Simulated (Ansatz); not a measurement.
# Al on several prototypes: a ranking of structure types by relaxed energy

With Ansatz's Python interface.

The cells in order, each with its output:

```python
import csv
import warnings

import ansatz as az
import numpy as np
import spglib
```

```python
def sc(first, a):
    return (
        az.Lattice.cubic(a)
        .space_group(221)
        .atom(first, (0, 0, 0))
    )


def diamond(A, a):
    return (
        az.Lattice.fcc(a)
        .space_group(227, origin_choice=1)
        .atom(A, (0, 0, 0))
        .primitive()
    )
```

```python
def fcc(a_site, a):
    return (
        az.Lattice.fcc(a)
        .space_group(225)
        .atom(a_site, (0, 0, 0))
        .primitive()
    )
```

```python
def bcc(first, a):
    return (
        az.Lattice.bcc(a)
        .space_group(229)
        .atom(first, (0, 0, 0))
        .primitive()
    )
```

```python
def run_phase(name, crystal):
    calc = (
        crystal.calculation()
        .functional(az.Functional.LDA)
        .basis(35 * az.Ry, xc_grid=1)
        .eigensolver("davidson", full_accuracy=True)
        .scf(tolerance=1e-05, self_checks="low")
        .kpoints(spacing=0.26)
        .occupations("fermi_dirac", width=0.1)
        .stress()
        .band_table()
    )
    calc = calc.relax(force_tolerance=0.03, max_steps=40, cell=True)
    return calc.run()
```

```python
def relaxed_twice(name, crystal):
    # the second pass draws mesh and plane waves anew for the relaxed cell
    first = run_phase(name, crystal)
    again = az.Crystal(lattice=az.Lattice.of(first.lattice.cell_ang))
    for site in first.report["lattice"]["sites"]:
        again = again.atom(site["symbol"], site["position_frac"])
    return run_phase(name, again)
```

```python
def pressure_gpa(outcome):
    return float(np.trace(outcome.report["stress_gpa"]) / 3)


def space_group(outcome):
    sites = outcome.report["lattice"]["sites"]
    kinds = sorted({site["symbol"] for site in sites})
    cell = (outcome.lattice.cell_ang, [site["position_frac"] for site in sites], [kinds.index(site["symbol"]) for site in sites])
    return spglib.get_spacegroup(cell, symprec=0.01)

# starting lattice constants are rough guesses; the relaxation finds the rest
warnings.simplefilter("ignore", az.DeckWarning)
```

```python
phases = {}
phases["sc"] = sc("Al", 2.63)
phases["diamond"] = diamond("Al", 5.57)
phases["fcc"] = fcc("Al", 4.05)
phases["bcc"] = bcc("Al", 3.21)
```

```python
done = {}
for name, crystal in phases.items():
    try:
        done[name] = relaxed_twice(name, crystal)
    except az.NonConvergedError as error:
        print(name, "did not converge:", str(error)[:120])
```

    

```python
energy = {name: o.report["energy_sigma0_ev"] / len(o.lattice.sites) for name, o in done.items()}
lowest = min(energy.values())
rows = [(name, len(o.lattice.sites), 1000 * (energy[name] - lowest), pressure_gpa(o), space_group(o)) for name, o in done.items()]
rows.sort(key=lambda row: row[2])
with open("prototypes.csv", "w", newline="") as handle:
    writer = csv.writer(handle)
    writer.writerow(["phase", "atoms", "dE (meV/atom)", "P (GPa)", "space group"])
    writer.writerows([round(v, 4) if isinstance(v, float) else v for v in row] for row in rows)
print(open("prototypes.csv").read())
print("lowest in energy:", rows[0][0])
```

    phase,atoms,dE (meV/atom),P (GPa),space group
    fcc,1,0.0,0.0012,Fm-3m (225)
    bcc,1,107.7509,-0.019,Im-3m (229)
    sc,1,410.5592,-0.0227,Pm-3m (221)
    diamond,2,812.8199,0.0312,Fd-3m (227)
    
    lowest in energy: fcc

By space group at the end of each run: Fm-3m (+0 meV an atom, 15.8 Å³), Im-3m (+108 meV an atom, 16.2 Å³), Pm-3m (+401 meV an atom, 19.4 Å³) and Fd-3m (+813 meV an atom, 26.3 Å³).

Reading the output:
- These settings explore the input space; cutoff and mesh may be short of convergence.
- For the metals among these phases the mesh is modest: differences between phases can be off by up to 40 meV an atom.
- The program warned that this SCF threshold is loose for forces or stresses.
- Pressure is positive in compression.
- The cells are built on prototypes, so most aren't the phase found in nature. Rows bear the name of their start, and a relaxation keeps or raises the symmetry. Differences under about 40 meV an atom lie within the error of mesh and functional.
- The script silences the warnings on its input, which a real study should read.
- Hardware and time: 21 s on 1 thread of Arm Neoverse V1, on a shared host, peak memory 0.35 GiB.

(Lines on the test bed's own set-up are left out of the output.)
